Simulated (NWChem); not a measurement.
# PH3 (phosphine) at SVWN5/def2-SVP

What is the electronic atomisation energy of PH3 (phosphine) at SVWN5/def2-SVP? 

The results are computed with NWChem 7.3.0.

1 further run of the same task is left out (set aside as unsound or not needed).

## 1. Starting point

PH3: 4 atoms, total charge 0, spin state singlet. SMILES: `P`. Geometry: relaxed at PBE0-D4/def2-TZVP.

Bond lengths: P1–H2 1.420 Å, P1–H3 1.420 Å, P1–H4 1.420 Å. Angles: H2–P1–H3 93.1°, H2–P1–H4 93.1°, H3–P1–H4 93.1°.

## 2. A single-point energy at SVWN5/def2-SVP

Input file work.nw:

```
START work
TITLE "H3P"
memory stack 880 mb heap 220 mb global 1100 mb

GEOMETRY noautosym nocenter noautoz
 P      0.346000    -0.326500    -0.332800
 H      0.630900    -0.034000     1.027000
 H     -1.005500    -0.663000    -0.057200
 H      0.028700     1.023500    -0.636900
END

BASIS spherical bse
 * library def2-SVP
END

DFT
 xc slater vwn_5
 grid fine
 convergence energy 1e-08
 maxiter 100
 mulliken
 print low
END

TASK dft energy
```

Started as:

```console
$ nwchem work.nw > work.out
```

The log of the run:

```text
[...]
 d= 0,ls=0.0,diis     1   -341.7188808554 -3.59D+02  9.22D-03  1.75D-01     0.2
[...]
 d= 0,ls=0.0,diis     7   -341.7299910935 -2.99D-10  2.35D-07  9.16D-12     0.7
         Total DFT energy =     -341.729991093474
      One electron energy =     -508.326442098589
           Coulomb energy =      172.038553351648
    Exchange-Corr. energy =      -22.984725458832
 Nuclear repulsion energy =       17.542623112300
[...]
      Total Density - Mulliken Population Analysis
     ---------------------------------------------
    Atom       Charge   Shell Charges
 -----------   ------   -------------------------------------------------------
    1 P   15    15.06   2.00  1.98  1.25  0.53  5.91  1.54  1.76  0.08
    2 H    1     0.98   0.69  0.27  0.02
    3 H    1     0.98   0.69  0.27  0.02
    4 H    1     0.98   0.69  0.27  0.02
[...]
```

It took 1.2 s on 1 thread of Intel Xeon Platinum 8488C (Sapphire Rapids), shared host; peak memory 0.11 GiB.

## 3. The H atom at the same level

Input file run.nw:

```
start run
title "H"
memory stack 880 mb heap 220 mb global 1100 mb
geometry units au noautosym nocenter noautoz
H    0.00000000   0.00000000   0.00000000
end
basis spherical bse
* library def2-SVP
end
dft
xc slater vwn_5
mult 2
grid fine
convergence energy 1e-08
maxiter 100
mulliken
print low
end
task dft energy
```

Run the same way, it converges to -0.47747 Eh (log not shown).

## 4. The P atom, same level

Input file p.nw:

```
start p
memory total 2200 mb

geometry units bohr noautosym nocenter noautoz
 P    0.00000000   0.00000000   0.00000000
end

basis spherical bse
 * library def2-SVP
end

dft
 xc slater vwn_5
 mult 4
 grid fine
 convergence energy 1e-08
 maxiter 100
 mulliken
 print low
end

task dft energy
```

Run the same way, it converges to -339.87278 Eh (log not shown).

## 5. Results

At SVWN5/def2-SVP:

| quantity | value |
| --- | --- |
| molecule: total energy | -341.72999 Eh |
| H atom: total energy | -0.47747 Eh |
| H atom: ⟨S²⟩ | 0.750 |
| P atom: total energy | -339.87278 Eh |
| P atom: ⟨S²⟩ | 3.750 |
| electronic atomisation energy | 11.560 eV |

Taking the molecule apart into free atoms costs 11.56 eV (267 kcal/mol), before zero-point energy and without spin-orbit coupling.
